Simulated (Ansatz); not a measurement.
**Al2H6SSi: how energies converge with the basis set**

One table from this session's results is given with a row withheld; the runs are named, their logs left out.

Computed with Ansatz 0.2.0, Gaussian basis. Level: one geometry, several basis sets.

Plan: PBE0-D4/def2-SVP; ωB97M-V/def2-SVP; PBE0-D4/def2-QZVPP; ωB97M-V/def2-QZVPP; the functionals' def2-TZVPP values are taken from earlier runs.

## The relaxed structure

The geometry comes from an earlier relaxation with PBE0-D4 in a triple-zeta def2 set; it is a stationary point, not always the lowest conformer.

10 atoms, charge 0, spin multiplicity 1.

Atoms are counted from 1 here; the program's logs count them from 0.

Bond lengths: Al1–S2 2.237 Å, Al1–H5 1.589 Å, Al1–H6 1.581 Å, S2–Al3 2.151 Å, Al3–Si4 2.461 Å, Al3–H7 1.578 Å, Si4–H8 1.485 Å, Si4–H9 1.536 Å, Si4–H10 1.490 Å. Angles: S2–Al1–H5 115.2°, S2–Al1–H6 117.6°, H5–Al1–H6 123.3°, Al1–S2–Al3 89.5°, S2–Al3–Si4 106.6°, S2–Al3–H7 126.2°, Si4–Al3–H7 126.9°, Al3–Si4–H8 122.0°, Al3–Si4–H9 102.3°, Al3–Si4–H10 114.8°, H8–Si4–H9 104.6°, H8–Si4–H10 109.2°, H9–Si4–H10 100.9°.

The first run:

Input file in.yaml:

```yaml
crystal:
  periodic: [false, false, false]
  atoms:
    - {symbol: Al, position_ang: [-0.967817, 1.086674, -0.923729]}
    - {symbol: S, position_ang: [1.134493, 1.841285, -1.053186]}
    - {symbol: Al, position_ang: [1.833785, -0.019250, -0.230400]}
    - {symbol: Si, position_ang: [-0.070060, -1.020314, 0.964965]}
    - {symbol: H, position_ang: [-1.277745, -0.207860, -1.792332]}
    - {symbol: H, position_ang: [-2.083362, 2.101951, -0.451252]}
    - {symbol: H, position_ang: [3.319546, -0.551150, -0.259002]}
    - {symbol: H, position_ang: [-0.696855, -2.291369, 0.522973]}
    - {symbol: H, position_ang: [-1.167152, 0.037384, 0.775075]}
    - {symbol: H, position_ang: [0.058365, -1.028453, 2.449787]}
basis:
  gaussian: {orbitals: def2-SVP}
hamiltonian: {xc: pbe0, dispersion: d4}
output: {orbitals: {seedname: orbitals}}
```

Started as:

```console
$ ansatz run in.yaml --threads 2 --pin off --events-out ev --progress --plain --max-ram 4352MiB
```

Steps of the session up to this table: PBE0-D4 in def2-SVP; ωB97M-V in def2-SVP; PBE0-D4 in def2-QZVPP; ωB97M-V in def2-QZVPP.

One of the session's tables, all rows but one given; the rest of the session is left out.

It belongs to the step «Functionals by basis». 

| functional | basis | HOMO (eV) | LUMO (eV) |
| --- | --- | --- | --- |
| PBE0-D4 | def2-SVP | -7.47 | -2.12 |
| PBE0-D4 | def2-TZVPP | ? | ? |
| PBE0-D4 | def2-QZVPP | -7.46 | -2.13 |
| ωB97M-V | def2-SVP | -9.47 | -0.38 |
| ωB97M-V | def2-TZVPP | -9.51 | -0.44 |
| ωB97M-V | def2-QZVPP | -9.52 | -0.50 |

Q: Estimate the row for PBE0-D4, def2-TZVPP from the others.

The run gave: HOMO (eV): -7.46; LUMO (eV): -2.12.
